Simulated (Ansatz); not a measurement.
**InHCl₂: how energies converge with the basis set**

One table from this session's results is given with a row withheld; the runs are named, their logs left out.

Computed with Ansatz 0.2.0, Gaussian basis. Level: one geometry, several basis sets.

Levels to be run: PBE0-D4/def2-SVP; ωB97M-V/def2-SVP; PBE0-D4/def2-QZVPP; ωB97M-V/def2-QZVPP; the functionals' def2-TZVPP values are taken from earlier runs.

### The geometry

The geometry comes from an earlier relaxation with PBE0-D4 in a triple-zeta def2 set; it is a stationary point. In takes the def2 core potential; no spin-orbit term is included.

SMILES `[Cl][InH][Cl]`, 4 atoms, charge 0, spin multiplicity 1.

Atoms are counted from 1 here; the program's logs count them from 0.

Bond lengths: Cl1–In2 2.312 Å, In2–Cl3 2.312 Å, In2–H4 1.694 Å. Angles: Cl1–In2–Cl3 111.9°, Cl1–In2–H4 124.1°, Cl3–In2–H4 124.1°.

Set-up of the first run:

in.yaml reads:

```yaml
crystal:
  periodic: [false, false, false]
  atoms:
    - {symbol: Cl, position_ang: [-1.807333, 0.708783, -0.992612]}
    - {symbol: In, position_ang: [0.149657, 0.132215, 0.095645]}
    - {symbol: Cl, position_ang: [0.538018, -2.145991, 0.019845]}
    - {symbol: H, position_ang: [1.175159, 1.244594, 0.856922]}
basis:
  gaussian: {orbitals: def2-SVP}
hamiltonian: {xc: pbe0, dispersion: d4}
output: {orbitals: {seedname: orbitals}}
```

Among the steps run: PBE0-D4 in def2-SVP; ωB97M-V in def2-SVP; PBE0-D4 in def2-QZVPP; ωB97M-V in def2-QZVPP.

One table of the session follows, with a row left open; its other results are not shown here.

It belongs to the step «Functionals by basis». 

| functional | basis | HOMO (eV) | LUMO (eV) |
| --- | --- | --- | --- |
| PBE0-D4 | def2-SVP | -8.76 | -1.81 |
| PBE0-D4 | def2-TZVPP | ? | ? |
| PBE0-D4 | def2-QZVPP | -8.95 | -1.98 |
| ωB97M-V | def2-SVP | -10.92 | -0.15 |
| ωB97M-V | def2-TZVPP | -11.14 | -0.38 |
| ωB97M-V | def2-QZVPP | -11.17 | -0.44 |

**Question.** Estimate the row for PBE0-D4, def2-TZVPP.

As computed: HOMO (eV): -8.92; LUMO (eV): -1.95. In the column «HOMO (eV)» it lies between PBE0-D4, def2-QZVPP (-8.95) and PBE0-D4, def2-SVP (-8.76).
